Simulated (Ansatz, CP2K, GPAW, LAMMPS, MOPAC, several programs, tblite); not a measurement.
**SiC (zincblende) from semi-empirical methods to plane-wave DFT**

SiC built on the zincblende prototype, relaxed with r2SCAN in Ansatz, was computed with several methods. Space group F-43m (No. 216), cubic; conventional cell a = 4.356 Å, 10.33 Å³ an atom. Si has 4 C at 1.89 Å; C has 4 Si at 1.89 Å. Calculated for a static, non-magnetic cell.

Space group F-43m (No. 216). a = 4.356 Å, b = 4.356 Å, c = 4.356 Å, α = 90.00°, β = 90.00°, γ = 90.00°
```tsv
atom	site	symmetry	x	y	z
Si	4a	-43m	0.0000	0.0000	0.0000
C	4d	-43m	0.2500	0.2500	0.7500
```

Gaps and times are for a single point on this cell; volume and bulk modulus come from each method's own relaxation or energy curve at fixed shape. Times are rough, from shared hosts (Arm Neoverse V1), and each method has its own mesh and cell size. A star marks a curve whose lowest point is an end point. PM6 (MOPAC), PM7 (MOPAC), GFN1-xTB (tblite), GFN2-xTB (tblite) treat a cluster of cells at its zone centre, which samples few k points: where these miss a band edge, the gap comes out too large for that reason alone. Gaps from k meshes are read at a limited set of points (mesh, symmetry points, PBE's band edges), so each method's own least gap may be somewhat smaller. Force fields have no electrons; where one was fitted to this phase, its volume and modulus reflect the fit. xTB and the PM methods were fitted mostly to molecules, and can miss a solid's gap by electronvolts. Minimal bases can be far off for gaps. GLLB-SC's gap includes the derivative discontinuity. d marks a direct gap, i an indirect one (no mark: not told apart), a dash a value that wasn't computed or didn't pass its checks.

```csv
method,kind,gap (eV),own volume (Å³/atom),bulk modulus (GPa),atoms computed,processor time
SiC_Erhart-Albe.tersoff (LAMMPS),force field,–,10.36,224,2,0.11 s
SiC.vashishta (LAMMPS),force field,–,10.35,225,2,0.11 s
SiCGe.tersoff (LAMMPS),force field,–,10.09,–,2,0.11 s
light PBE (260 eV and a coarse mesh),light plane-wave,1.25 i,–,–,2,0.47 s
non-self-consistent DFTB (CP2K),tight binding,7.57 d,–,–,2,0.81 s
PBE,semilocal,1.36 i,10.50,212,2,1.6 s
GFN1-xTB (tblite),tight binding,1.85,11.28*,204*,64,3.1 s
r2SCAN,semilocal,1.71 i,10.33,227,2,3.2 s
GLLB-SC (GPAW),model potential,2.50,–,–,2,4.1 s
PBE/single zeta (GPAW),small basis,3.17 i,–,–,2,4.2 s
GFN2-xTB (tblite),tight binding,2.38,10.52,238,64,7.3 s
PBE/SZV (CP2K),small basis,5.82 i,11.26*,198*,2,9 s
PM7 (MOPAC),semi-empirical,7.79,11.14,342,64,9.7 s
PM6 (MOPAC),semi-empirical,11.22,–,–,64,16 s
PBE/DZVP (CP2K),small basis,1.41 i,10.46,213,2,18 s
```

Against r2SCAN (1.71 eV) and with closed or daggered gaps left aside, the nearest gap at the points sampled is that of GFN1-xTB (tblite) (+0.14 eV) and the farthest that of PM6 (MOPAC) (+9.51 eV). r2SCAN is only a yardstick of convenience: semilocal gaps usually lie below measured ones, which GLLB-SC and hybrids aim to mend.

Volumes against r2SCAN's: SiC_Erhart-Albe.tersoff (LAMMPS) +0.2 %, SiC.vashishta (LAMMPS) +0.1 %, SiCGe.tersoff (LAMMPS) -2.4 %, PBE +1.6 %, GFN2-xTB (tblite) +1.8 %, PM7 (MOPAC) +7.8 %, PBE/DZVP (CP2K) +1.2 %.

Relaxed on its own, the cell leaves this structure with non-self-consistent DFTB (CP2K), so no volume is listed.
